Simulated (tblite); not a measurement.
# C7H18Cl2Si2: the cost of one run

Programs: PySCF 2.14.0 with density-fitted response routines of our own, and tblite 0.8.0. All values are computed, except where a source is named. Atoms count from 0 throughout.

### 1 The molecule as given

29 atoms, charge 0, multiplicity 1; geometry from: MMFF94s geometry. This is the first candidate.

Bonds of the start (Å): C0–C1 1.54, C0–H11 1.09, C0–H12 1.08, C0–H13 1.10, C10–H26 1.09, C10–H27 1.09, C10–H28 1.09, C1–C2 1.56, C1–H14 1.10, C1–H15 1.09, C2–C5 1.57, C2–Cl4 1.83, C2–Si3 1.90, C5–C6 1.57, C5–H19 1.11, C5–H20 1.10, C6–C9 1.55, C6–Cl8 1.83, C6–Si7 2.00, C9–C10 1.53, C9–H24 1.10, C9–H25 1.09, Si3–H16 1.50, Si3–H17 1.49 and more.

### 2 GFN2-xTB relaxation, isomer A, conformer 1

What the job is given:

```
{"job": {"xc": "GFN2-xTB", "basis": "xTB", "kind": "relax"}, "charge": 0, "multiplicity": 1}
C      3.308900     1.115800     0.197900
C      2.543800     0.591600    -1.030200
C      1.264300    -0.258800    -0.732000
Si     1.683300    -1.968100    -0.023400
Cl     0.594500    -0.632900    -2.395200
C      0.216400     0.628400     0.033900
C     -1.194700     0.134800     0.516200
Si    -2.181300     1.734400     1.193600
Cl    -1.000400    -0.855000     2.039700
C     -2.017800    -0.659400    -0.528800
C     -3.396100    -1.175900    -0.120100
H      3.577700     0.318000     0.892900
H      4.217600     1.613500    -0.116400
H      2.718500     1.863700     0.740100
H      2.282100     1.463800    -1.639000
H      3.255200    -0.002600    -1.605200
H      2.198700    -1.816800     1.374200
H      2.756200    -2.621700    -0.820700
H      0.498300    -2.869200     0.001700
H      0.731400     1.019000     0.938500
H      0.051600     1.521500    -0.591900
H     -3.458300     1.325200     1.847700
H     -2.480500     2.613500     0.039100
H     -1.330200     2.469400     2.141600
H     -2.145200    -0.033200    -1.425200
H     -1.459500    -1.546600    -0.831200
H     -3.339900    -1.822200     0.758400
H     -3.822800    -1.762000    -0.932900
H     -4.091600    -0.360100     0.087800
```

Command:

```sh
$ OMP_NUM_THREADS=1 python ens_run.py task.json out
```

This one command runs the whole study; its stages follow in the order run.

**Question.** How long does this first job take on 1 thread of AMD EPYC 7B13, shared host?

About 3.4 s.
